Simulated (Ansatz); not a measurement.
The system is VCrC2.

```
Cr V C
1.0
     1.46063    0.84330    4.73939
    -1.46063    0.84330    4.73939
     0.00000   -1.68659    4.73939
Cr V C
1 1 2
Direct
  0.50000 0.50000 0.50000
  0.00000 0.00000 0.00000
  0.24876 0.24876 0.24876
  0.75124 0.75124 0.75124
```

The cell comes from a database or a generator and needn't be the stable form of this composition.

Base run:

| Property | Result |
| --- | --- |
| Program | Ansatz 0.2.0 |
| Functional | PBEsol |
| Potentials or basis | Ansatz PAW |
| Cutoff | 420 eV (not typed: the program's choice for these potentials) |
| k mesh | 11 × 11 × 11 |
| Occupations | fermi-dirac, width 0.05 eV |
| Spin | collinear spin, ferromagnetic start |
| Starting moments | [3.0, 2.0, 0.0, 0.0] μB |
| Hubbard terms | Cr d U = 3 eV, V d U = 3 eV |

Its results: band gap on the k mesh none (metal or under the smearing width); pressure 5.1 GPa; net moment 2.52 μB per cell; site moments Cr +2.08; V +0.39; C -0.18 μB; largest force 0.783 eV/Å.

**Question.** The run is repeated on the same cell with these changes: hubbard terms from Cr d U = 3 eV, V d U = 3 eV to Cr d U = 2 eV, V d U = 2 eV. What comes out?

**Answer.** Band gap on the k mesh none (metal or under the smearing width); pressure 0.5 GPa; net moment 1.70 μB per cell; site moments Cr +1.87; V -0.19; C -0.10 μB; largest force 0.402 eV/Å.

Caveats: the magnetic or orbital state may not be the lowest; the PAW data sets come from PBE, with cores solved anew for the run's functional, which leaves a small shift of forces and pressure; the U is typed as a test and isn't derived for this compound; the starting moments weren't kept (some runs).
